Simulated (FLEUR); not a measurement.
**Bi2Te3 (Tellurobismuthite) under changes of volume**

One of the cells (33.871 Å³/atom); the others are scaled copies at fixed shape and fractional positions:

```
Bi Te
1.0
     2.19300    1.26613   10.16567
    -2.19300    1.26613   10.16567
     0.00000   -2.53226   10.16567
Bi Te
2 3
Direct
  0.60000 0.60000 0.60000
  0.40000 0.40000 0.40000
  0.79050 0.79050 0.79050
  0.20950 0.20950 0.20950
  0.00000 0.00000 0.00000
```

| Item | Value |
| --- | --- |
| Program | FLEUR MaX-R8.1 (patched build s14) |
| Functional | Wu-Cohen GGA |
| Potentials or basis | all-electron |
| Basis | FLAPW |
| Kmax | 3.8 1/bohr |
| k mesh | 7 × 7 × 7 |
| Occupations | fermi-dirac, width 0.05 eV |
| Spin | no spin polarisation |

| volume (Å³/atom) | energy over the lowest point (meV/atom) | gap on the mesh (eV) |
| --- | --- | --- |
| 31.839 | 16.04 | 0.19 |
| 32.517 | 5.44 | 0.20 |
| 33.871 | 0.00 | 0.23 |
| 35.226 | ? | ? |
| 35.904 | 23.68 | 0.26 |

Q: What does the run at 35.226 Å³/atom give?

A: Energy over the lowest point 12.15 meV/atom; gap on the mesh 0.25 eV.

Worked out: A Birch-Murnaghan fit of order 2 (a polynomial in V^(-2/3)) to the other rows has its minimum at 33.58 Å³/atom with B0 = V·E''(V) = 54 GPa at fixed shape and positions, which overstates the stiffness. It gives 12.06 meV/atom at 35.226 Å³/atom, against the run's 12.15. A straight line through the other rows of the gap, of slope 0.596 eV per unit of ln V (its deformation potential), gives 0.25 eV, against the run's 0.25.

Energies are extrapolated to zero smearing.

Caveats: spin-orbit coupling is left out, which as a rule narrows the gap of such compounds by several tenths of an eV; an odd mesh through Γ misses points on the zone boundary, where band edges often lie.
